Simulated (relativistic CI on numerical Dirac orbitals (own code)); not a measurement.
# Mn⁶⁺ (3d) in crystal fields: levels and magnetism

How does a crystal field split the 3d shell of Mn⁶⁺, and what follows for the ground state and χT? 6 fields tried.

Program: relativistic CI on numerical Dirac orbitals (own code) version 1. Level of theory: Dirac-Coulomb-Breit CI, KLI orbitals optimised for each configuration, model QED (radiative potential, 1s self-energy scaled to tabulated hydrogen-like ionisation energies), one configuration in a parametric crystal field. These are calculated values, not measurements, unless marked.

### 1 What is computed

| Property | Result |
| --- | --- |
| ion | Mn⁶⁺ (Mn VII) |
| nuclear charge | 25 |
| electrons | 19 |
| open shell | 3d |
| Slater scale | 1 |
| field 1 (cm⁻¹) | D4h, 10Dq = 27650, Ds = 950, Dt = -530 |
| field 2 (cm⁻¹) | D4h, 10Dq = 27650, Ds = 1360, Dt = -530 |
| field 3 (cm⁻¹) | D4h, 10Dq = 27650, Ds = 1770, Dt = -530 |
| field 4 (cm⁻¹) | D4h, 10Dq = 27650, Ds = 2180, Dt = -530 |
| field 5 (cm⁻¹) | D4h, 10Dq = 27650, Ds = 2590, Dt = -530 |
| field 6 (cm⁻¹) | D4h, 10Dq = 27650, Ds = 3000, Dt = -530 |

Outer shells as boxes (Hund's rule):

[Ar] 3d1
```
[Ar] core
3d [↑ ][  ][  ][  ][  ]
```

### 2 Field 1: D4h, 10Dq = 27650, Ds = 950, Dt = -530

Settings, as recorded:

```ini
atom Mn  Z=25  charge=6  electrons=19
nucleus A=55  rms_radius_fm=3.7057
hamiltonian dirac-coulomb  breit=on  qed=on  c_scale=1
orbitals kli  potential=per-configuration
slater_scale 1
correlation none
mixing on
configurations
  [Ar] 3d
end
crystal_field D4h 10Dq=27650 Ds=950 Dt=-530
```

### 3 Field 2: D4h, 10Dq = 27650, Ds = 1360, Dt = -530

Changes to the settings of step 2:

```diff
@@ -10,2 +10,2 @@
 end
-crystal_field D4h 10Dq=27650 Ds=950 Dt=-530
+crystal_field D4h 10Dq=27650 Ds=1360 Dt=-530
```

### 4 Field 3: D4h, 10Dq = 27650, Ds = 1770, Dt = -530

Changes to the settings of step 3:

```diff
@@ -10,2 +10,2 @@
 end
-crystal_field D4h 10Dq=27650 Ds=1360 Dt=-530
+crystal_field D4h 10Dq=27650 Ds=1770 Dt=-530
```

### 5 Field 4: D4h, 10Dq = 27650, Ds = 2180, Dt = -530

Changes to the settings of step 4:

```diff
@@ -10,2 +10,2 @@
 end
-crystal_field D4h 10Dq=27650 Ds=1770 Dt=-530
+crystal_field D4h 10Dq=27650 Ds=2180 Dt=-530
```

### 6 Field 5: D4h, 10Dq = 27650, Ds = 2590, Dt = -530

Changes to the settings of step 5:

```diff
@@ -10,2 +10,2 @@
 end
-crystal_field D4h 10Dq=27650 Ds=2180 Dt=-530
+crystal_field D4h 10Dq=27650 Ds=2590 Dt=-530
```

### 7 Field 6: D4h, 10Dq = 27650, Ds = 3000, Dt = -530

Changes to the settings of step 6:

```diff
@@ -10,2 +10,2 @@
 end
-crystal_field D4h 10Dq=27650 Ds=2590 Dt=-530
+crystal_field D4h 10Dq=27650 Ds=3000 Dt=-530
```

(Steps that only read results are left out.)

What does the calculation give? Wanted: ground spin; ground doublet.

The runs gave:

| field | ground state | degeneracy | S | J | first gap (cm⁻¹) | stabilisation (cm⁻¹) | χT at 2 K | χT at 300 K |
| --- | --- | --- | --- | --- | --- | --- | --- | --- |
| 1: D4h | G6 | 2 | 0.50 | 1.93 | 501 | -13623 | 0.002 | 0.204 |
| 2: D4h | G6 | 2 | 0.50 | 1.93 | 507 | -14033 | 0.002 | 0.204 |
| 3: D4h | G6 | 2 | 0.50 | 1.93 | 510 | -14444 | 0.002 | 0.203 |
| 4: D4h | G6 | 2 | 0.50 | 1.93 | 513 | -14854 | 0.002 | 0.203 |
| 5: D4h | G6 | 2 | 0.50 | 1.93 | 515 | -15264 | 0.002 | 0.203 |
| 6: D4h | G6 | 2 | 0.50 | 1.93 | 517 | -15674 | 0.002 | 0.203 |

χT is in cm³ K/mol; stabilisation counts from the free ion's lowest level; S and J come from the expectation values of their squares.

| quantity | value |
| --- | --- |
| ground spin (effective S from ⟨S²⟩) | 1: 0.50, 2: 0.50, 3: 0.50, 4: 0.50, 5: 0.50, 6: 0.50 |
| χT at 300 K | 0.20 to 0.20 cm³ K/mol |
| ground doublet | field 4, g = 0.00, 0.10, 0.10 |

**Reading.** All fields leave the ground state at S = 1/2. The field is a set of parameters, without covalency or charge transfer.
